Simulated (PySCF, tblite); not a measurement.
# C5H12NP: geometry, infrared bands and NMR shifts

Wanted: the infrared bands and NMR shifts of C5H12NP (`C=CP(N)CCC`), by calculation.

Programs: tblite 0.8.0 and PySCF 2.14.0, with density-fitted response routines of our own. Each step states its level of theory. These are calculated values for one molecule in the gas phase, unless marked as measured. Atoms count from 0, in the outputs and in this text.

## (1) The starting structure

19 atoms, charge 0, multiplicity 1; geometry from: force field or distance geometry start.

Bonds of the start (Å): C0–C1 1.33, C1–P2 1.84, P2–N3 1.71, P2–C4 1.85, C4–C5 1.53, C5–C6 1.53, C0–H7 1.09, C0–H8 1.09, C1–H9 1.10, N3–H10 1.01, N3–H11 1.02, C4–H12 1.10, C4–H13 1.10, C5–H14 1.09, C5–H15 1.08, C6–H16 1.09, C6–H17 1.10, C6–H18 1.09.

## (2) Optimising the geometry with GFN2-xTB

What the job is given:

```
{"job": {"kind": "relax", "xc": "GFN2-xTB", "basis": "xTB"}, "charge": 0, "multiplicity": 1}
C     -2.922200    -1.226800    -0.534300
C     -1.790600    -0.768900    -0.017500
P     -0.891300     0.632700    -0.808800
N     -1.722700     1.870300     0.025300
C      0.672900     0.648700     0.183000
C      1.626200    -0.457800    -0.268000
C      2.930100    -0.408700     0.523000
H     -3.364100    -0.787400    -1.422600
H     -3.454100    -2.053900    -0.068400
H     -1.393400    -1.247100     0.891200
H     -1.399000     2.786100    -0.246200
H     -2.722500     1.844200    -0.180700
H      0.448800     0.555600     1.255400
H      1.161100     1.623400     0.027600
H      1.166100    -1.433900    -0.128100
H      1.860400    -0.356600    -1.320800
H      3.443600     0.548000     0.388300
H      2.739400    -0.551800     1.596700
H      3.601500    -1.206900     0.203600
```

Started as:

```sh
> OMP_NUM_THREADS=1 python probes_run.py task.json out
```

One launch serves the whole session: the jobs run in the order shown.

**Question.** This job is followed by: GFN2-xTB harmonic vibrations, gas phase; GIAO PBE0/pcSseg-1 NMR shielding, non-relativistic, gas phase. Predict these results of the whole session: strongest single infrared mode (GFN2-xTB); zero-point energy (GFN2-xTB); ¹³C shifts against TMS (PBE0/pcSseg-1); ¹H shifts against TMS (PBE0/pcSseg-1, means over atoms taken as alike); ³¹P shifts against H3PO4 (PBE0/pcSseg-1); ¹⁵N shifts against NH3 (PBE0/pcSseg-1).

The runs gave:

```
                                                              quantity                                         value
                             strongest single infrared mode (GFN2-xTB)                          785 cm⁻¹, 114 km/mol
                                          zero-point energy (GFN2-xTB)                                100.8 kcal/mol
                                ¹³C shifts against TMS (PBE0/pcSseg-1)            159.6, 136.7, 43.0, 20.4, 18.6 ppm
¹H shifts against TMS (PBE0/pcSseg-1, means over atoms taken as alike)  6.68, 6.26, 6.09, 1.46, 1.32, 1.12, 0.20 ppm
                              ³¹P shifts against H3PO4 (PBE0/pcSseg-1)                                      38.6 ppm
                                ¹⁵N shifts against NH3 (PBE0/pcSseg-1)                                      33.2 ppm
```

In words: Over 123 steps the energy fell by 0.142 eV; of the close pairs, P2–N3 changed most, 1.708 to 1.730 Å. All 51 modes are real, so the xTB geometry is a minimum. The strongest single mode, at 785 cm⁻¹, moves mainly N3 and P2. GFN2-xTB is a fitted tight-binding method: band positions and strengths are rough. Its intensities can rank the bands wrongly. C1 (alkene CH) lies farthest downfield among carbon, at 159.6 ppm; the olefinic region. The most deshielded hydrogen is H9 (hydrogen on an alkene CH), at 6.68 ppm: attached to an sp2 carbon and in the plane of the double bond. At PBE0/pcSseg-1: The widest tensor belongs to C0: span 241 ppm, with a paramagnetic part of -204 ppm.
